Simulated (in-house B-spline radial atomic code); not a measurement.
**Ti: a fraction of an electron added to 3d**

Aim: the energy of Ti as a fraction of an electron is added to 3d, to see how far it bends away from a straight line.

Method: scalar-relativistic (spin-free one-electron X2C) PW91, spin-polarised, spherical fractional occupations, Fermi nucleus, basis-set limit. Code: in-house B-spline radial atomic code version 1.

## 1. The atom as given

| Property | Result |
| --- | --- |
| element | titanium (Z = 22) |
| charge | 0 |
| electrons | 22 |
| configuration | [Ar] 3d2 4s2 |
| Hamiltonian | scalar-relativistic (X2C) |
| nucleus | Fermi, rms radius 3.592 fm |

The outer shells:

[Ar] 3d2 4s2
```
[Ar] core
3d [↑ ][↑ ][  ][  ][  ]
4s [↑↓]
```

Where spins are not typed, each open shell is filled with up spins first.

## 2. The start, at fraction 0

Settings, as recorded:

```ini
Z = 22
electrons = 22.0
configuration = [Ar] 3d2 4s2
hamiltonian = x2c
method = pw91,pw91
spin_polarised = True
nucleus = fermi
rms_radius = 3.5921
mass_number = 48
atomic_mass = 47.947940677
speed_of_light = 137.035999084
```

## 3. 0.1 electron added to 3d

Changes to the settings of step 2:

```diff
@@ -1,4 +1,4 @@
 Z = 22
-electrons = 22.0
-configuration = [Ar] 3d2 4s2
+electrons = 22.1
+configuration = [Ar] 3d2.1 4s2
 hamiltonian = x2c
```

## 4. 0.2 electron added to 3d

Changes to the settings of step 3:

```diff
@@ -1,4 +1,4 @@
 Z = 22
-electrons = 22.1
-configuration = [Ar] 3d2.1 4s2
+electrons = 22.2
+configuration = [Ar] 3d2.2 4s2
 hamiltonian = x2c
```

## 5. 0.3 electron added to 3d

Changes to the settings of step 4:

```diff
@@ -1,4 +1,4 @@
 Z = 22
-electrons = 22.2
-configuration = [Ar] 3d2.2 4s2
+electrons = 22.3
+configuration = [Ar] 3d2.3 4s2
 hamiltonian = x2c
```

## 6. 0.4 electron added to 3d

Changes to the settings of step 5:

```diff
@@ -1,4 +1,4 @@
 Z = 22
-electrons = 22.3
-configuration = [Ar] 3d2.3 4s2
+electrons = 22.4
+configuration = [Ar] 3d2.4 4s2
 hamiltonian = x2c
```

## 7. 0.5 electron added to 3d

Changes to the settings of step 6:

```diff
@@ -1,4 +1,4 @@
 Z = 22
-electrons = 22.4
-configuration = [Ar] 3d2.4 4s2
+electrons = 22.5
+configuration = [Ar] 3d2.5 4s2
 hamiltonian = x2c
```

## 8. 0.6 electron added to 3d

Changes to the settings of step 7:

```diff
@@ -1,4 +1,4 @@
 Z = 22
-electrons = 22.5
-configuration = [Ar] 3d2.5 4s2
+electrons = 22.6
+configuration = [Ar] 3d2.6 4s2
 hamiltonian = x2c
```

## 9. 0.7 electron added to 3d

Changes to the settings of step 8:

```diff
@@ -1,4 +1,4 @@
 Z = 22
-electrons = 22.6
-configuration = [Ar] 3d2.6 4s2
+electrons = 22.7
+configuration = [Ar] 3d2.7 4s2
 hamiltonian = x2c
```

**Question.** How does the energy change with the fraction, and which way and how far does it bend from the straight line between the ends?

The runs gave:

| fraction | energy change (eV) | less the straight line (eV) | level 3d up (eV) | sum of <r²> (bohr²) |
| --- | --- | --- | --- | --- |
| 0 | 0.0000 | 0.0000 | -4.892 | 47.128 |
| 0.1 | -0.4420 | -0.2490 | -3.955 | 49.156 |
| 0.2 | -0.7925 | -0.4065 | -3.064 | 51.411 |
| 0.3 | -1.0563 | -0.4772 | -2.221 | 53.940 |
| 0.4 | -1.2384 | -0.4663 | -1.430 | 56.815 |
| 0.5 | -1.3442 | -0.3790 | -0.696 | 60.140 |
| 0.6 | -1.3796 | -0.2214 | -0.0229 | 64.098 |
| 0.7 | -1.3513 | 0.0000 | 0.575 | 69.217 |

What this shows: From fraction 0 to 0.7 the energy changes by -1.351 eV. It sags under the straight line by up to 0.48 eV (at 0.3); exact theory is straight between whole electron numbers, so this convex bend is an error (delocalisation) that favours fractional charges. From fraction 0.7 on, a level is unbound or reaches the edge of the box, so those points hang on the box (radius 50.0 bohr). The path stops at 0.7, so the line is drawn to that point and not to a whole electron.

Members of this set that are not shown: 1 did not converge.
